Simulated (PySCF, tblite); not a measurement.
# C₃H₁₀GeS: geometry, infrared bands and NMR shifts

Aim: predict the infrared bands and NMR shifts of C₃H₁₀GeS (`CC[CH2][GeH2][SH]`).

Computed with tblite 0.8.0 and PySCF 2.14.0, with density-fitted response routines of our own, on a single molecule in the gas phase. Atoms count from 0, in the outputs and in this text.

### Step 1. Starting geometry

15 atoms, charge 0, multiplicity 1; geometry from: force field or distance geometry start.

Bonds of the start (Å): C0–C1 1.51, C1–C2 1.51, C2–Ge3 1.91, Ge3–S4 2.21, C0–H5 1.14, C0–H6 1.10, C0–H7 1.12, C1–H8 1.09, C1–H9 1.12, C2–H10 1.12, C2–H11 1.13, Ge3–H12 1.56, Ge3–H13 1.57, S4–H14 1.41.

### Step 2. Geometry optimisation with GFN2-xTB

Job settings and geometry (Å):

```
{"job": {"kind": "relax", "xc": "GFN2-xTB", "basis": "xTB"}, "charge": 0, "multiplicity": 1}
C     -1.602300    -0.021000     0.590500
C     -0.883100     0.395500    -0.671900
C      0.283500    -0.502500    -1.025200
Ge     1.662200    -0.603100     0.291500
S      1.850000     1.178800     1.584500
H     -2.697500     0.257600     0.416300
H     -1.561300    -1.101400     0.795800
H     -1.295800     0.615100     1.456100
H     -1.615400     0.429100    -1.483700
H     -0.559900     1.445600    -0.481700
H      0.645500    -0.212000    -2.042100
H     -0.148600    -1.539100    -1.173400
H      1.461400    -1.850300     1.211700
H      3.031200    -0.853500    -0.438200
H      1.425800     2.369100     0.947800
```

Started as:

```bash
> OMP_NUM_THREADS=1 python probes_run.py task.json out
```

The driver reads the jobs from task.json and runs them one after another.

**Question.** This job is followed by: GFN2-xTB harmonic vibrations, gas phase; GIAO PBE0/pcSseg-1 NMR shielding, non-relativistic, gas phase. Predict these results of the whole session: strongest single infrared mode (GFN2-xTB); zero-point energy (GFN2-xTB); ¹³C shifts against TMS (PBE0/pcSseg-1); ¹H shifts against TMS (PBE0/pcSseg-1, means over atoms taken as alike); ⁷³Ge shifts against GeMe4 (PBE0/pcSseg-1); ³³S shifts against CS2 (PBE0/pcSseg-1).

**Answer**, as computed:

```
                                                              quantity                              value
                             strongest single infrared mode (GFN2-xTB)              1958 cm⁻¹, 427 km/mol
                                          zero-point energy (GFN2-xTB)                      72.3 kcal/mol
                                ¹³C shifts against TMS (PBE0/pcSseg-1)               24.1, 20.6, 17.8 ppm
¹H shifts against TMS (PBE0/pcSseg-1, means over atoms taken as alike)  4.81, 1.73, 1.19, 1.05, -0.62 ppm
                             ⁷³Ge shifts against GeMe4 (PBE0/pcSseg-1)                            -96 ppm
                                ³³S shifts against CS2 (PBE0/pcSseg-1)                           -298 ppm
```

What this shows: The optimisation took 110 steps and gained 0.651 eV; among the close pairs (by a distance rule), S4–H14 changed most, from 1.415 to 1.327 Å. No mode is imaginary among the 39: a minimum at this level. The strongest single mode, at 1958 cm⁻¹, moves mainly H12. Unscaled tight-binding wavenumbers are off by several per cent, some by more. Its intensities can rank the bands wrongly. Spin-orbit coupling is left out, which matters for shieldings and couplings at and beside the heavy atoms.
